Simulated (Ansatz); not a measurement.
# InRh2 (Fm-3m) in Ansatz: convergence with scf exx energy threshold

Aim: find how far scf exx energy threshold must go before the results for InRh2 settle, at HSE06. This setting moves, with any that are tied to it; all else stays.

Program: Ansatz 0.2.0. These are calculated values, not measurements. Logs are shortened: lines on timing, memory, paths and dates and some standing lists are left out, and cuts for length are marked.

### Step 1. The crystal as given

It takes space group Fm-3m (No. 225, cubic). The conventional cell has a = 5.781 Å, b = 5.781 Å, c = 5.781 Å, α = 90.00°, β = 90.00°, γ = 90.00°. In (site symmetry m-3m) has 8 Rh at 2.50 Å as nearest neighbours. Around Rh (site symmetry -43m) lie 4 In at 2.50 Å.

The cell was built by a generator and needn't be a form met in nature.

### Step 2. With scf exx energy threshold 0.01

input.yaml reads:

```yaml
crystal:
  lattice:
    - [0.0, 2.89070466, 2.89070466]
    - [2.89070466, 0.0, 2.89070466]
    - [2.89070466, 2.89070466, 0.0]
  atoms:
    - { symbol: In, position: [0.0, 0.0, 0.0] }
    - { symbol: Rh, position: [0.25, 0.25, 0.25] }
    - { symbol: Rh, position: [0.75, 0.75, 0.75] }
hamiltonian:
  xc: hse06
  pseudopotentials: { kind: paw, level: accurate }
kpoints:
  mp_grid: { grid: [4, 4, 4] }
scf:
  occupations: { method: fermi_dirac, width: 0.1 }
  exx: { energy_threshold: 0.01 }
output:
  forces: true
  stress: true
  eigenvalues: true
```

Potentials or basis: Ansatz PAW earlier set.

Run with:

```sh
$ ansatz run input.yaml --threads 2 --pin off --max-ram 5632MiB --backend cpu --events-out ev --progress --plain --runs-dir out
```

Run time: 20 s. Hardware: 2 threads of Intel Xeon Platinum 8488C (Sapphire Rapids), shared host; peak memory 1.2 GiB.

Results:

* Free energy: -21781.0997 eV
* Pressure: 26.9 GPa
* Band gap on the k mesh: none (metal or under the smearing width)

### Step 3. With scf exx energy threshold 0.001

Changes to input.yaml since step 2:

```diff
@@ -16,3 +16,3 @@
   occupations: { method: fermi_dirac, width: 0.1 }
-  exx: { energy_threshold: 0.01 }
+  exx: { energy_threshold: 0.001 }
 output:
```

Potentials or basis: Ansatz PAW earlier set.

Run with:

```sh
$ ansatz run input.yaml --threads 2 --pin off --max-ram 5632MiB --backend cpu --events-out ev --progress --plain --runs-dir out
```

It took 20 s on 2 threads of Intel Xeon Platinum 8488C (Sapphire Rapids), shared host; peak memory 1.2 GiB.

What came out:

```
Free energy            : -21781.0997 eV
Pressure               : 26.9 GPa
Band gap on the k mesh : none (metal or under the smearing width)
```

### Step 4. With scf exx energy threshold 0.0001

Changes to input.yaml since step 3:

```diff
@@ -16,3 +16,3 @@
   occupations: { method: fermi_dirac, width: 0.1 }
-  exx: { energy_threshold: 0.001 }
+  exx: { energy_threshold: 0.0001 }
 output:
```

Run with:

```sh
$ ansatz run input.yaml --threads 2 --pin off --max-ram 5632MiB --backend cpu --events-out ev --progress --plain --runs-dir out
```

Run time: 20 s. Hardware: 2 threads of Intel Xeon Platinum 8488C (Sapphire Rapids), shared host; peak memory 1.2 GiB.

What came out:

| Quantity | Value |
| --- | --- |
| Free energy | -21781.0997 eV |
| Pressure | 26.9 GPa |
| Band gap on the k mesh | none (metal or under the smearing width) |

### Step 5. With scf exx energy threshold 1e-05

Changes to input.yaml since step 4:

```diff
@@ -16,3 +16,3 @@
   occupations: { method: fermi_dirac, width: 0.1 }
-  exx: { energy_threshold: 0.0001 }
+  exx: { energy_threshold: 1.0e-05 }
 output:
```

Run with:

```sh
$ ansatz run input.yaml --threads 2 --pin off --max-ram 5632MiB --backend cpu --events-out ev --progress --plain --runs-dir out
```

Wall time 20 s (2 threads of Intel Xeon Platinum 8488C (Sapphire Rapids), shared host); peak memory 1.2 GiB.

The run converged. Its results:

- Free energy: -21781.0997 eV
- Pressure: 26.9 GPa
- Band gap on the k mesh: none (metal or under the smearing width)

### Step 6. With scf exx energy threshold 1e-06

Changes to input.yaml since step 5:

```diff
@@ -16,3 +16,3 @@
   occupations: { method: fermi_dirac, width: 0.1 }
-  exx: { energy_threshold: 1.0e-05 }
+  exx: { energy_threshold: 1.0e-06 }
 output:
```

Potentials or basis: Ansatz PAW earlier set.

Run with:

```sh
$ ansatz run input.yaml --threads 2 --pin off --max-ram 5632MiB --backend cpu --events-out ev --progress --plain --runs-dir out
```

Run time: 21 s. Hardware: 2 threads of Intel Xeon Platinum 8488C (Sapphire Rapids), shared host; peak memory 1.2 GiB.

It converged, with:

```
Free energy            : -21781.0997 eV
Pressure               : 26.9 GPa
Band gap on the k mesh : none (metal or under the smearing width)
```

### Step 7. With scf exx energy threshold 1e-07

Changes to input.yaml since step 6:

```diff
@@ -16,3 +16,3 @@
   occupations: { method: fermi_dirac, width: 0.1 }
-  exx: { energy_threshold: 1.0e-06 }
+  exx: { energy_threshold: 1.0e-07 }
 output:
```

Potentials or basis: Ansatz PAW earlier set.

Run with:

```sh
$ ansatz run input.yaml --threads 2 --pin off --max-ram 5632MiB --backend cpu --events-out ev --progress --plain --runs-dir out
```

The log of the run:

```text
Warning: output.stress: scf.convergence.dr2_threshold = 1e-7 eV (the SCF's general default) is looser than the 3e-10 eV advised for a printed stress (1e-10 eV for each atom of the cell: 3). What an SCF threshold leaves in a stress goes as its square root, and in the free energy as the threshold itself, and one threshold admits the most on a small cell: of the crystals measured, under no hybrid functional and no lock of the moments, on runs that ended without the residual-converged pass, on stresses that held no estimate of that error, the worst erred by over 100 MPa in a component at 1e-7 eV an atom and by under 5 at 1e-10. Set scf.convergence.dr2_threshold to 3e-10 eV or tighter. The threshold is an SCF's pass mark: one that does not reach it within its budget of iterations ends unconverged, or closes short of it on a stop that the run arms, and scf.convergence.dr2_threshold's page says what that costs each kind of run
Warning: output.stress: scf.exx.energy_threshold = 1e-7 eV is looser than the 3e-8 eV advised for a stress under a hybrid functional (1e-8 eV for each atom of the cell: 3). Every SCF of the exchange loop can meet its threshold on dr2 while the loop round them stops early: no threshold on dr2 bounds what that leaves in the stress. Set scf.exx.energy_threshold to 3e-8 eV or tighter. The threshold is the loop's pass mark: a loop that does not reach it within its budget of cycles ends unconverged, and scf.exx.energy_threshold's page has the law
Warning: RAYON_NUM_THREADS=2 ignored (pool sized by the plan → 2); use --threads N
Engine: ansatz 0.2.0, x86_64-unknown-linux-gnu
Pseudopotentials: kind: paw, level: accurate
Pseudopotential: In, paw, valence charge 21, recommended cutoff 620 eV (normal), In.paw.azcp#accurate
Pseudopotential: Rh, paw, valence charge 17, recommended cutoff 640 eV (high), Rh.paw.azcp
Functional definition: HSE06
  parameter a = 0.25
  parameter omega = 0.11/bohr
  exchange = pbe_x - a*pbe_x_sr(omega) + a*exact_x_sr(omega)
  correlation = pbe_c
Crystal: 3 atoms, lattice volume = 48.310 Å³
Basis set: ecut = 640 eV, 1807 PW (Γ), exchange–correlation on 72×72×72 points (8 copies of the dense FFT grid, shifted against one another)
Bands: 33, of which v1, the nominal top of the filled ones, is band 28 counted from 1 (27 counted from 0)
Symmetry: 48 space group operations
Space group: Fm-3m (ITA 225), of the structure as read, at distance tolerance 3.6e-5 Å
k-points: 8 of 64
Non-local potential: In, projectors of the file, l = 0: 3, l = 1: 3, l = 2: 3, l = 3: 2
Non-local potential: Rh, projectors of the file, l = 0: 2, l = 1: 3, l = 2: 2, l = 3: 1
PAW form: soft (Blöchl's): semilocal exchange-correlation on the pseudo side does not see the compensation charge
PAW frozen core: In, regenerated for the run's functional, and the local potential with it (the file was generated under x = pbe(κ = 0.804, μ = 0.2195149727645171), c = pbe(β = 0.06672455060314922))
PAW frozen core: Rh, regenerated for the run's functional, and the local potential with it (the file was generated under x = pbe(κ = 0.804, μ = 0.2195149727645171), c = pbe(β = 0.06672455060314922))
PAW one-centre angular grid: In, 590 points (default); XC on 64 Gauss nodes
PAW one-centre angular grid: Rh, 590 points (default); XC on 64 Gauss nodes
Initial density: superposition of atomic densities (chi_scale 0.1, normalization cell, long waves kept (reshape's long-wave potential 0.00 eV rms))
Initial wavefunctions: pseudopotential atomic-orbital guess
[... 54 lines left out ...]
SCF iter   2: F=—  HF=-21781.099747 eV  |F-HF|=—  |Δ(HF+E_count)|=   6.03e-9  Δρ=5.80e-6  dr2=2.71e-9  ethr=8.95e-12  ⟨swp⟩=4.6  Hψ=670  notcnv=0  defer=1
SCF iter   3: F=-21781.099747 eV  HF=-21781.099747 eV  |F-HF|=5.09e-11  |Δ(HF+E_count)|=  7.24e-10  Δρ=4.30e-7  dr2=1.51e-10  ethr=4.67e-12  ⟨swp⟩=3.1  Hψ=508  notcnv=0  defer=2
SCF 4 converged in 3 iterations: F = -21781.099747 eV  dr2 = 1.51e-10
  Residual-converged pass: ⟨swp⟩=3.6  Hψ=693  notcnv=0  max |occ|·‖R‖ = 7.3e-7 eV (tolerance 7.7e-7 eV)  dr2=1.53e-10  dr2_onsite=4.39e-12  max |Δocc| = 7.7e-13
hybrid outer 3: dexx = +8.037e-9 eV, tail = 3.74e-10 eV, Δε = 1.37e-4 eV (about 1.13e-5 eV left of the loop's levels), ΔF = 2.78e-17 eV/Å (tail 1.14e-17)
hybrid SCF converged: 3 outer / 19 inner (+12 warm-up), last move |dexx| = 8.04e-9 eV, tail = 3.74e-10 eV
Stability not checked: this state was not tested for a lower state beside it, because the functional holds exact exchange (a hybrid, or Hartree-Fock), whose exchange loop this test does not read (fock_operator; see scf.lower_state_search)
Free energy (F): -21781.099747 eV
Frozen-core exchange: fock
Harris-Foulkes:  -21781.099747 eV  (|F-HF|=5.09e-11)
Internal energy: -21781.037609 eV  (E = F + TS)
E sigma→0 (E₀):  -21781.068678 eV
Entropy (-TS):   -0.062138 eV (-20.713 meV/atom)
Fermi energy:    18.078635 eV
--- Per-component energies (eV) ---
  E_band       = -830.476882
  E_kinetic    = 1906.149878
  E_local      = -8997.321595  (includes V_loc(G=0)·N_el)
  E_nonlocal   = 2427.288793
  E_hartree    = 3068.995335
  E_xc         = -890.986774
  E_vxc        = -671.255748  (∫ρ·V_xc dr)
  E_exx        = -222.513649  (= α·E_x^exact, valence–valence)
  E_paw        = -11042.273536  (= ΣΔE_a, less E_core_relax)
  E_vpaw       = -1188.301402  (= ΣTr[D̂ρ^β], less what the cores' own moments, if any, meet on the grid)
  E_core_relax = -0.000330  (the energy of the cores' relaxation)
  E_aug_tail   = -0.000568  (compensation charges beyond the density's cutoff)
  E_ewald      = -8028.715481
  E_core_change = -1.659684  (= ΣΔE_core)
  E_smearing   = -0.062138  (= −TS)
  E_closure    = 0.000002  (closes the sum)
  Σ components = -21781.099747   (vs F -21781.099747, Δ=0.00e0)
--- Forces (eV/Å), atoms counted from 1 ---
  atom   1  In     0.00000000    -0.00000000    -0.00000000
  atom   2  Rh    -0.00000000     0.00000000    -0.00000000
  atom   3  Rh     0.00000000     0.00000000    -0.00000000
  max |Σ_I F_I| component: 1.85e-17 eV/Å
--- Stress (GPa, compression-positive) ---
       26.898407       0.000000      -0.000000
       -0.000000      26.898407       0.000000
       -0.000000       0.000000      26.898407
  P = ⅓ Tr σ = 26.8984 GPa (268.984 kbar)
--- Band table (eV; the first three rows and the last of 8) ---
  k-point 0: bands = ["-102.0910", "-63.6525", "-63.5971", "-59.1958", "-59.1958", "-59.1958", "-30.3429", "-30.3429", "-30.3429", "-30.1307", "-30.1307", "-30.1307", "2.5391", "2.5391", "2.5391", "2.6026", "2.6026", "8.7221", "13.3758", "13.3758", "13.3758", "14.3630", "14.3630", "17.7445", "17.7445", "17.7445", "19.7004", "19.7004", "26.3413", "26.9848", "26.9848", "26.9848", "28.6417"]
  k-point 1: bands = ["-102.0910", "-63.6453", "-63.6053", "-59.1958", "-59.1958", "-59.1945", "-30.3140", "-30.3120", "-30.3120", "-30.1672", "-30.1621", "-30.1621", "2.4999", "2.5261", "2.5261", "2.6304", "2.6304", "9.6579", "13.4951", "13.8756", "13.8756", "14.8102", "14.8102", "16.9610", "17.2814", "17.2814", "18.3899", "18.3899", "21.9501", "26.6503", "26.6503", "27.5323", "29.0821"]
  k-point 2: bands = ["-102.0909", "-63.6267", "-63.6247", "-59.1959", "-59.1959", "-59.1931", "-30.2459", "-30.2424", "-30.2397", "-30.2397", "-30.2349", "-30.2349", "2.4595", "2.5128", "2.5128", "2.6585", "2.6585", "10.8949", "13.8939", "14.6674", "14.6674", "15.9426", "15.9426", "16.3302", "16.3302", "16.5795", "16.7057", "16.7057", "18.1260", "26.4154", "26.4154", "28.3937", "28.8945"]
  k-point 7: bands = ["-102.0909", "-63.6260", "-63.6260", "-59.1960", "-59.1941", "-59.1941", "-30.3748", "-30.3707", "-30.2392", "-30.2392", "-30.1107", "-30.1079", "2.4594", "2.4594", "2.5148", "2.6388", "2.7041", "11.3522", "14.1554", "14.1554", "14.6300", "15.5989", "15.5989", "16.5876", "16.5876", "17.0146", "17.4531", "18.1501", "18.8072", "21.3072", "21.3072", "30.1484", "30.8651"]
```

Run time: 22 s. Hardware: 2 threads of Intel Xeon Platinum 8488C (Sapphire Rapids), shared host; peak memory 1.2 GiB.

Results:

| Property | Result |
| --- | --- |
| Free energy | -21781.0997 eV |
| Pressure | 26.9 GPa |
| Band gap on the k mesh | none (metal or under the smearing width) |

### Step 8. The series at a glance

| scf exx energy threshold | energy less the tightest run, at zero smearing (meV/atom) | SCF cycles | CPU time (s) | peak memory (GiB) |
| --- | --- | --- | --- | --- |
| 0.01 | 0.00 | 25 | 36 | 1.2 |
| 0.001 | 0.00 | 25 | 36 | 1.2 |
| 0.0001 | 0.00 | 25 | 36 | 1.2 |
| 1e-05 | 0.00 | 26 | 36 | 1.2 |
| 1e-06 | 0.00 | 27 | 37 | 1.2 |
| 1e-07 | 0.00 | 31 | 40 | 1.2 |

Against the tightest run, the energy stays within 1 meV/atom from 0.01 on. The tightest run that finished is the yardstick and may itself not be fully converged.

Caveats: all runs use coarse meshes; so large a pressure means that the cell lies far from this level's equilibrium, or that cutoff or potentials fall short; the PAW data sets come from PBE, with cores solved anew for the run's functional, which leaves a small shift of forces and pressure; the thresholds are loose for stress.
